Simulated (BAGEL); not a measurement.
# GeH3SCl (SMILES [SH][GeH2][Cl]): HF/aug-cc-pVDZ (density fitting with qzvpp-jkfit)

Aim: the vertical ionisation energy of GeH3SCl at HF/aug-cc-pVDZ (density fitting with qzvpp-jkfit), from 2 runs. 

Program for the calculation: BAGEL 1.2.2.

## (1) The system as given

The species is GeH3SCl (6 atoms), meant as a singlet with charge 0. As SMILES, `[SH][GeH2][Cl]`. The shape is that of a PBE0-D4/def2-TZVP optimisation. This is one conformer, not always the lowest.

Bond lengths: S1–Ge2 2.205 Å, Ge2–Cl3 2.156 Å, S1–H4 1.343 Å, Ge2–H5 1.532 Å, Ge2–H6 1.530 Å. Angles: S1–Ge2–Cl3 110.8°, S1–Ge2–H5 111.4°, S1–Ge2–H6 106.8°, Cl3–Ge2–H5 105.9°, Cl3–Ge2–H6 107.6°, Ge2–S1–H4 94.0°, H5–Ge2–H6 114.3°.

## (2) The energy at HF/aug-cc-pVDZ (density fitting with qzvpp-jkfit)

input.json

```json
{ "bagel": [

{
  "title": "molecule",
  "basis": "aug-cc-pvdz.json",
  "df_basis": "qzvpp-jkfit",
  "angstrom": "true",
  "geometry": [
    { "atom": "S", "xyz": [      -1.173700,      -1.328000,      -0.086900 ] },
    { "atom": "Ge", "xyz": [       0.432700,       0.138800,       0.275500 ] },
    { "atom": "Cl", "xyz": [      -0.360100,       2.143100,       0.341600 ] },
    { "atom": "H", "xyz": [      -1.332800,      -0.975800,      -1.373400 ] },
    { "atom": "H", "xyz": [       1.461900,       0.131100,      -0.858600 ] },
    { "atom": "H", "xyz": [       1.014100,      -0.173200,       1.655700 ] }
  ]
},

{ "title": "hf", "charge": 0 },

{ "title": "print", "file": "orbitals.molden", "orbitals": "true" }

]}
```

The basis set aug-cc-pVDZ is read from a file made from the Basis Set Exchange's data (not shown).

On the command line:

```bash
$ BAGEL_NUM_THREADS=1 BAGEL input.json > input.out
```

The log of the run:

```text
* using 1 threads per process

  ===============================================================
  ===============================================================

  *** Geometry ***

  { "atom" : "S", "xyz" : [     -2.217972,     -2.509556,     -0.164217 ] },
  { "atom" : "Ge", "xyz" : [      0.817684,      0.262294,      0.520620 ] },
  { "atom" : "Cl", "xyz" : [     -0.680490,      4.049872,      0.645530 ] },
  { "atom" : "H", "xyz" : [     -2.518627,     -1.843995,     -2.595350 ] },
  { "atom" : "H", "xyz" : [      2.762591,      0.247743,     -1.622519 ] },
  { "atom" : "H", "xyz" : [      1.916371,     -0.327301,      3.128820 ] },

  Number of auxiliary basis functions:      576

  Since a DF basis is specified, we compute 2- and 3-index integrals:
    o Being stored without compression. Storage requirement is 0.063 GB

  Number of basis functions:      117
  Number of electrons      :       68

    * METHOD: MOLECULE                             0.71

  *** RHF ***

  === Nuclear Repulsion ===
   345.7382606894

      * DIIS with orbital gradients will be used.

  === RHF iteration (aug-cc-pvdz.json) ===
      0      -2934.07303636          0.00947810           0.28
      1      -2934.17138810          0.00462789           0.27
      2      -2934.19117498          0.00100845           0.27
      3      -2934.19243053          0.00020603           0.27
      4      -2934.19248429          0.00007128           0.27
      5      -2934.19249215          0.00001533           0.27
      6      -2934.19249254          0.00000372           0.27
      7      -2934.19249256          0.00000136           0.27
      8      -2934.19249256          0.00000049           0.27
      9      -2934.19249256          0.00000022           0.27
     10      -2934.19249256          0.00000006           0.27
     11      -2934.19249256          0.00000002           0.27
     12      -2934.19249256          0.00000001           0.27
    * SCF iteration converged.

    * Permanent dipole moment:
           (   -0.509544,     0.436610,     0.275290) a.u.

    * METHOD: HF                                   4.06

    * METHOD: PRINT                                0.07

  ===============================================================
```

It took 5.1 s on 1 thread of Arm Neoverse N1, shared host; peak memory 0.21 GiB.

## (3) The doublet cation, same level

input.json

```json
{ "bagel" : [

{
  "title" : "molecule",
  "basis" : "aug-cc-pvdz.json",
  "df_basis" : "qzvpp-jkfit",
  "angstrom" : "true",
  "geometry" : [
    { "atom" : "S", "xyz" : [      -1.173700,      -1.328000,      -0.086900 ] },
    { "atom" : "Ge", "xyz" : [       0.432700,       0.138800,       0.275500 ] },
    { "atom" : "Cl", "xyz" : [      -0.360100,       2.143100,       0.341600 ] },
    { "atom" : "H", "xyz" : [      -1.332800,      -0.975800,      -1.373400 ] },
    { "atom" : "H", "xyz" : [       1.461900,       0.131100,      -0.858600 ] },
    { "atom" : "H", "xyz" : [       1.014100,      -0.173200,       1.655700 ] }
  ]
},

{ "title" : "uhf", "charge" : 1, "nopen" : 1 },

{ "title" : "print", "file" : "orbitals.molden", "orbitals" : "true" }

]}
```

The basis set aug-cc-pVDZ is read from a file made from the Basis Set Exchange's data (not shown).

On the command line:

```bash
$ BAGEL_NUM_THREADS=1 BAGEL input.json > input.out
```

The log of the run:

```text
* using 1 threads per process

  ===============================================================
  ===============================================================

  *** Geometry ***

  { "atom" : "S", "xyz" : [     -2.217972,     -2.509556,     -0.164217 ] },
  { "atom" : "Ge", "xyz" : [      0.817684,      0.262294,      0.520620 ] },
  { "atom" : "Cl", "xyz" : [     -0.680490,      4.049872,      0.645530 ] },
  { "atom" : "H", "xyz" : [     -2.518627,     -1.843995,     -2.595350 ] },
  { "atom" : "H", "xyz" : [      2.762591,      0.247743,     -1.622519 ] },
  { "atom" : "H", "xyz" : [      1.916371,     -0.327301,      3.128820 ] },

  Number of auxiliary basis functions:      576

  Since a DF basis is specified, we compute 2- and 3-index integrals:
    o Being stored without compression. Storage requirement is 0.063 GB

  Number of basis functions:      117
  Number of electrons      :       68

    * METHOD: MOLECULE                             0.71

  *** Open-shell HF ***

  === Nuclear Repulsion ===
   345.7382606894

      * DIIS with orbital gradients will be used.

  === UHF iteration (aug-cc-pvdz.json) ===
      0      -2933.63799475          0.02455973           0.54
      1      -2933.78315225          0.01302790           0.53
      2      -2933.82996245          0.00632016           0.53
      3      -2933.84584698          0.00233434           0.53
      4      -2933.85449171          0.00098419           0.53
      5      -2933.85601581          0.00057192           0.53
      6      -2933.85668780          0.00033334           0.53
      7      -2933.85698107          0.00025149           0.54
      8      -2933.85724785          0.00013179           0.54
      9      -2933.85730298          0.00007025           0.54
     10      -2933.85732031          0.00003735           0.54
     11      -2933.85732697          0.00001762           0.54
     12      -2933.85732854          0.00000813           0.54
     13      -2933.85732879          0.00000344           0.54
     14      -2933.85732881          0.00000181           0.54
     15      -2933.85732882          0.00000101           0.54
     16      -2933.85732883          0.00000069           0.54
     17      -2933.85732883          0.00000051           0.54
     18      -2933.85732883          0.00000031           0.54
     19      -2933.85732883          0.00000018           0.54
     20      -2933.85732883          0.00000010           0.54
     21      -2933.85732883          0.00000005           0.54
     22      -2933.85732883          0.00000002           0.55
     23      -2933.85732883          0.00000001           0.54
     24      -2933.85732883          0.00000001           0.54
    * SCF iteration converged.

    * S^2 (UHF) is 0.7628

    * Permanent dipole moment:
           (    0.567051,     2.171251,     0.736713) a.u.

    * METHOD: UHF                                 14.03

    * METHOD: PRINT                                0.07

  ===============================================================
```

Wall time 15 s (1 thread of Arm Neoverse N1, shared host); peak memory 0.21 GiB.

## (4) Results

At HF/aug-cc-pVDZ (density fitting with qzvpp-jkfit):

| quantity | value |
| --- | --- |
| singlet GeH3SCl: total energy | -2934.19249 Eh |
| singlet GeH3SCl: dipole moment | 1.84 D |
| singlet GeH3SCl: HOMO energy | -10.68 eV |
| singlet GeH3SCl: LUMO energy | 0.97 eV |
| singlet GeH3SCl: HOMO–LUMO gap | 11.65 eV |
| doublet cation: total energy | -2933.85733 Eh |
| doublet cation: ⟨S²⟩ | 0.763 |
| vertical ionisation energy (to the doublet cation) | 9.120 eV |

Removing an electron at fixed nuclei costs 9.12 eV (880 kJ/mol). −ε(HOMO) before ionisation, 10.68 eV, is 1.56 eV above this ionisation energy.
